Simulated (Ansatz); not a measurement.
C2H4ClSi, SMILES C=C[SiH]Cl, a polarisability from point charges

Computed with Ansatz's Python interface.

`c2h4clsi.xyz`
```text
8

C     0.87620    1.11460   -0.30520
C     0.24780   -0.05240   -0.33820
Si   -1.34870   -0.52650    0.47020
Cl   -0.57160   -1.65610    2.04830
H     0.40540    2.00010    0.19610
H     1.76660    1.34420   -0.83960
H     0.75450   -0.85880   -0.87490
H    -2.03800   -1.42230   -0.41250
```

Typed at the interpreter:
```pycon
>>> import ansatz as az
>>> import numpy as np
>>> SETTINGS = {
...     "basis": "def2-SVPD",
...     "xc": "CAM-B3LYP",
... }
>>> geometry = az.Crystal.molecule_from_extxyz("c2h4clsi.xyz")
>>> calc = (
...     geometry.calculation()
...     .basis(gaussian=SETTINGS["basis"])
...     .functional(SETTINGS["xc"])
...     .spin("collinear", total=1)
...     .forces()
... )
>>> # charges +q and -q at -R and +R make a nearly even field 2 k q / R^2 at the centre
>>> centre = np.mean([site.position_ang for site in geometry.cartesian_sites], axis=0)
>>> field = 2 * 14.399645 * 4.0 / 25.0 ** 2
>>> def dipole(axis, sign):
...     arm = 25.0 * np.eye(3)[axis]
...     pair = [{"charge": sign * 4.0, "position_ang": (centre - arm).tolist()}, {"charge": -sign * 4.0, "position_ang": (centre + arm).tolist()}]
...     deck = calc.input().set(az.key.basis.gaussian.point_charges, pair)
...     return np.array(az.Session.from_dict(deck).plan().execute().report["charge_distribution"]["dipole_moment_e_ang"])
...
>>> print(f"field {field:.4f} V/A")
field 0.1843 V/A
>>> alpha = np.array([(dipole(axis, 1) - dipole(axis, -1)) / (2 * field) * 14.399645 for axis in range(3)])

>>> print("polarisability tensor (A^3)")
polarisability tensor (A^3)
>>> print(np.array2string(alpha, precision=3, suppress_small=True))
[[ 9.836  1.326 -0.308]
 [ 1.33  10.68  -1.318]
 [-0.314 -1.332  9.406]]
>>> print(f"mean {np.trace(alpha) / 3:.3f} A^3 = {np.trace(alpha) / 3 / 0.14818471:.2f} bohr^3")
mean 9.974 A^3 = 67.31 bohr^3
```

The geometry is a force-field or estimated start, not a minimum of this method, and the basis set is short of its limit. The field of two point charges is only nearly even. The species is open-shell (spin multiplicity 2). Run time: 69 s on 1 thread of Arm Neoverse V2, with other jobs on the host, peak memory 0.51 GiB.

(Lines on the test bed's own set-up are left out of the output.)
